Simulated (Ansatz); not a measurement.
**AsF (triplet): the correlation ladder, aug-cc-pVTZ**

An exercise on one series of results from a longer session: the logs are not shown, and one member is left open.

Computed with Ansatz 0.2.0, Gaussian basis. Level: aug-cc-pVTZ, core rule «outside noble gas», up to 15 orbitals frozen.

Plan: UHF; CCSD(T) on ROHF; CCSD(T) on UHF; BCCD(T) on ROHF; CCSDT(Q) on ROHF; CCSDT(Q) on UHF; CASSCF and NEVPT2, 12 electrons in 8 orbitals.

3 further runs of the same task are left out: 3 set aside as unsound or not needed. Runs told in other sessions of the task aren't counted.

## The geometry

The geometry is a PBE0/def2-TZVPD stationary point (not a proven minimum) of the parent state, kept for this charge and spin. No spin-orbit coupling is included. The filled d shell of As may be among the frozen orbitals whatever the setting's name suggests.

2 atoms, charge 0, spin multiplicity 3.

Atoms are counted from 1 here; the program's logs count them from 0.

Bond lengths: F1–As2 1.847 Å.

As a file:

```xyz
2
AsF
F     0.00000    0.00000    0.00000
As    0.00000    0.00000    1.84700
```

Set-up of the first run:

in.yaml reads:

```yaml
crystal:
  periodic: [false, false, false]
  atoms:
    - {symbol: F, position_ang: [0.000000, 0.000000, 0.000000]}
    - {symbol: As, position_ang: [0.000000, 0.000000, 1.847000]}
basis:
  gaussian: {orbitals: aug-cc-pVTZ}
magnetization: {spin_polarized: true, initial_magnetization: 2}
hamiltonian: {xc: hf}
output: {orbitals: {seedname: orbitals}}
```

Launch:

```console
ansatz run in.yaml --threads 1 --pin off --events-out ev --progress --plain --max-ram 3968MiB --backend cpu
```

Steps of the session up to this table: UHF; CCSD(T) on ROHF; CCSD(T) on UHF; BCCD(T) on ROHF; CCSDT(Q) on ROHF; CCSDT(Q) on UHF; CASSCF and NEVPT2, 12 electrons in 8 orbitals.

One of the session's tables, all rows but one given; the rest of the session is left out.

| method | from UCCSDT(Q) (meV) |
| --- | --- |
| ROHF | +10535.9 |
| UHF | +10384.2 |
| RMP2 | +662.4 |
| UMP2 | +684.8 |
| RCCSD | +436.0 |
| UCCSD | +424.0 |
| RCCSD(T) | ? |
| UCCSD(T) | +37.1 |
| BCCD(T) | +40.2 |
| RCCSDT | +27.4 |
| UCCSDT | +18.0 |
| RCCSDT(Q) | +17.2 |
| UCCSDT(Q) | 0 |
| CASSCF valence | +9689.9 |
| NEVPT2 valence | +1431.8 |

Q: Estimate the row for RCCSD(T) from the others.

**Answer.** from UCCSDT(Q) (meV): +45.1. In the column «from UCCSDT(Q) (meV)» it lies between BCCD(T) (+40.2) and UCCSD (+424.0).

Caveats from the session: Restricted and unrestricted rows rest on different reference determinants; a gap between their highest levels can come from leftover correlation error, from unlike frozen cores or from another state.
